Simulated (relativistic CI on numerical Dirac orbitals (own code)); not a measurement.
**Rb³⁺: one ion under different settings**

Aim: see what numerical and physical settings do to the SCF, the total energy and the lowest levels of Rb³⁺.

The numbers are computed with relativistic CI on numerical Dirac orbitals (own code) version 3 (Dirac-Coulomb-Breit CI, KLI orbitals optimised for each configuration, model QED (radiative potential, 1s self-energy scaled to tabulated hydrogen-like ionisation energies), numerical settings as typed), except any that are marked as measured or tabulated.

## Step 1: What is computed

- ion: Rb³⁺ (Rb IV)
- nuclear charge: 37
- electrons: 34
- isotope: A = 85

## Step 2: Usual settings

Settings of the run:

```ini
atom Rb  Z=37  charge=3  electrons=34
nucleus A=85  rms_radius_fm=4.2036
hamiltonian dirac-coulomb  breit=on  qed=on  c_scale=1
orbitals kli  potential=per-configuration
slater_scale 1
correlation none
mixing on
grid step=0.0125 r_max=37.3
scf mixing=0.4 start=green max_iterations=150 tolerance=2e-08 node_fill=0.05
configurations
  [Ar] 3d10 4s2 4p4
end
```

Command:

```
$ python run_levels.py task.json out
```

One command runs all members of the session, one after another, from task.json.

## Step 3: Iteration limit 20, start potential bare, nuclear radius 4.624

Settings of the run:

```ini
atom Rb  Z=37  charge=3  electrons=34
nucleus A=85  rms_radius_fm=4.6240
hamiltonian dirac-coulomb  breit=on  qed=on  c_scale=1
orbitals kli  potential=per-configuration
slater_scale 1
correlation none
mixing on
grid step=0.0125 r_max=37.3
scf mixing=0.4 start=bare max_iterations=20 tolerance=2e-08 node_fill=0.05
configurations
  [Ar] 3d10 4s2 4p4
end
```

## Step 4: Speed-of-light factor 10

Settings of the run:

```ini
atom Rb  Z=37  charge=3  electrons=34
nucleus A=85  rms_radius_fm=4.2036
hamiltonian dirac-coulomb  breit=on  qed=on  c_scale=10
orbitals kli  potential=per-configuration
slater_scale 1
correlation none
mixing on
grid step=0.0125 r_max=37.3
scf mixing=0.4 start=green max_iterations=150 tolerance=2e-08 node_fill=0.05
configurations
  [Ar] 3d10 4s2 4p4
end
```

## Step 5: QED terms off, Breit term off, potential mixing 0.9

Settings of the run:

```ini
atom Rb  Z=37  charge=3  electrons=34
nucleus A=85  rms_radius_fm=4.2036
hamiltonian dirac-coulomb  breit=off  qed=off  c_scale=1
orbitals kli  potential=per-configuration
slater_scale 1
correlation none
mixing on
grid step=0.0125 r_max=37.3
scf mixing=0.9 start=green max_iterations=150 tolerance=2e-08 node_fill=0.05
configurations
  [Ar] 3d10 4s2 4p4
end
```

## Step 6: Breit term off

Settings of the run:

```ini
atom Rb  Z=37  charge=3  electrons=34
nucleus A=85  rms_radius_fm=4.2036
hamiltonian dirac-coulomb  breit=off  qed=on  c_scale=1
orbitals kli  potential=per-configuration
slater_scale 1
correlation none
mixing on
grid step=0.0125 r_max=37.3
scf mixing=0.4 start=green max_iterations=150 tolerance=2e-08 node_fill=0.05
configurations
  [Ar] 3d10 4s2 4p4
end
```

(Steps that only read results are left out.)

What does the calculation give? Wanted: lowest level, usual settings; total energy; first excitation.

The runs gave:

| setting | total energy less usual (Ha) | largest shift of a level among the lowest eight of both runs, same label and place (cm⁻¹) | SCF iterations | time | lowest level | kind of change |
| --- | --- | --- | --- | --- | --- | --- |
| usual | 0 | 0 | 11 | 0.099 s | 4p4 3P2 | - |
| iteration limit 20, start potential bare, nuclear radius 4.624 | 0.00542 | 0.00726 | 18 | 0.13 s | 4p4 3P2 | unphysical constant |
| speed-of-light factor 10 | 39.2 | 7120 | 11 | 0.098 s | 4p4 3P2 | unphysical constant |
| QED terms off, Breit term off, potential mixing 0.9 | -2.62 | 123 | 10 | 0.052 s | 4p4 3P2 | model term |
| Breit term off | -1.57 | 139 | 11 | 0.094 s | 4p4 3P2 | model term |

```
                    quantity          value
lowest level, usual settings        4p4 3P2
                total energy  -2974.6728 Ha
            first excitation    6157.5 cm⁻¹
```

Among the runs whose levels can be followed, they move most under «speed-of-light factor 10» (unphysical constant), by up to 7120 cm⁻¹. «Iteration limit 20, start potential bare, nuclear radius 4.624» costs 18 SCF iterations against 11. Only the listed configurations are in the model. In a near-neutral ion this small CI can misplace whole configurations by 10,000 cm⁻¹ or more.
